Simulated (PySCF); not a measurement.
# C6H10OSi: the cost of one run

Computed with PySCF 2.14.0, with density-fitted response routines of our own, on a single molecule in the gas phase. Atoms are numbered from 0 throughout.

### Step 1. Starting geometry

18 atoms, charge 0, multiplicity 1; geometry from: GFN2-xTB.

Bonds of the start (Å): C0–C1 1.45, C1–C2 1.20, C2–C3 1.43, C3–Si4 1.92, Si4–O5 1.65, O5–C6 1.44, C6–C7 1.51, C6–C3 1.55, C0–H8 1.09, C0–H9 1.09, C0–H10 1.09, C3–H11 1.09, Si4–H12 1.46, Si4–H13 1.46, C6–H14 1.09, C7–H15 1.09, C7–H16 1.09, C7–H17 1.09.

### Step 2. Ultraviolet spectrum: CAM-B3LYP/def2-SVPD

What the job is given:

```
{"job": {"kind": "uv", "xc": "CAM-B3LYP", "basis": "def2-SVPD", "nstates": 8, "ntriplets": 3}, "charge": 0, "multiplicity": 1}
C      3.007095     1.302768     0.227204
C      1.821641     0.487508     0.391015
C      0.840293    -0.185813     0.545156
C     -0.336424    -0.992318     0.692933
Si    -0.918053    -2.105281    -0.764727
O     -2.238245    -1.138003    -0.561054
C     -1.691326    -0.283707     0.462006
C     -1.599391     1.143170    -0.033509
H      3.643818     0.889550    -0.555462
H      2.724477     2.318831    -0.049098
H      3.571136     1.336473     1.159548
H     -0.312331    -1.501284     1.658137
H     -1.196265    -3.497316    -0.436792
H     -0.243600    -1.896858    -2.038862
H     -2.352656    -0.339815     1.332462
H     -1.200147     1.782075     0.750108
H     -2.587099     1.496693    -0.319414
H     -0.941684     1.189645    -0.897968
```

Level: TDDFT CAM-B3LYP/def2-SVPD, vertical, gas phase, core orbitals frozen in the response.

The run is started by

```console
$ OMP_NUM_THREADS=1 python probes_run.py task.json out
```

One launch serves the whole session: the jobs run in the order shown.

Q: Estimate the wall time and peak memory of this job on 1 thread of AMD EPYC 9R45, shared host.

About 34 s, with a peak of 1.2 GiB.
